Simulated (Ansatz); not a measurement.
# Co (Cobalt): the cost of one run

Program: Ansatz 0.2.0. Level of theory: DFT PBE, with the methods named in each step. These are calculated values, not measurements.

## Step 1: The structure to begin with

Symmetry: P6_3/mmc, No. 194, hexagonal system. Conventional cell: a = 2.507 Å, b = 2.507 Å, c = 4.070 Å, α = 90.00°, β = 90.00°, γ = 120.00°. Around Co (site symmetry -6m2) lie 12 Co at 2.50 to 2.51 Å.

As a file:

```cif
data_structure
_symmetry_space_group_name_H-M 'P 1'
_symmetry_Int_Tables_number 1
_cell_length_a 2.5074
_cell_length_b 2.5074
_cell_length_c 4.0699
_cell_angle_alpha 90.000
_cell_angle_beta 90.000
_cell_angle_gamma 120.000
_cell_volume 22.16
loop_
_atom_site_label
_atom_site_type_symbol
_atom_site_fract_x
_atom_site_fract_y
_atom_site_fract_z
_atom_site_occupancy
Co1 Co 0.33333 0.66667 0.25000 1
Co2 Co 0.66667 0.33333 0.75000 1
```

Elk's input and logs are in atomic units (hartree, bohr).

Atoms are numbered in the order of the input: Co1, Co2.

## Step 2: Collinear moments without spin-orbit coupling, PAW

input.yaml reads:

```yaml
crystal:
  lattice:
    - [2.5074, 0.0, 0.0]
    - [-1.2537, 2.1714720974, 0.0]
    - [0.0, 0.0, 4.0699]
  atoms:
    - { symbol: Co, position: [0.3333333333, 0.6666666667, 0.25], spin: 2.0 }
    - { symbol: Co, position: [0.6666666667, 0.3333333333, 0.75], spin: 2.0 }
magnetization:
  spin_polarized: true
kpoints:
  mp_grid: { grid: [14, 14, 8] }
scf:
  occupations: { method: fermi_dirac, width: 0.05 }
  lower_state_search: "off"
hamiltonian:
  xc: pbe
  pseudopotentials: { kind: paw }
output:
  forces: true
  stress: true
  eigenvalues: true
```

On the command line:

```console
> ansatz run input.yaml --threads 2 --pin off --max-ram 4096MiB --backend cpu --events-out ev --progress --plain --runs-dir out
```

Q: Estimate wall time and peak memory on 2 threads of Arm Neoverse N1, shared host.

About 8.4 s, with a peak of 0.35 GiB.
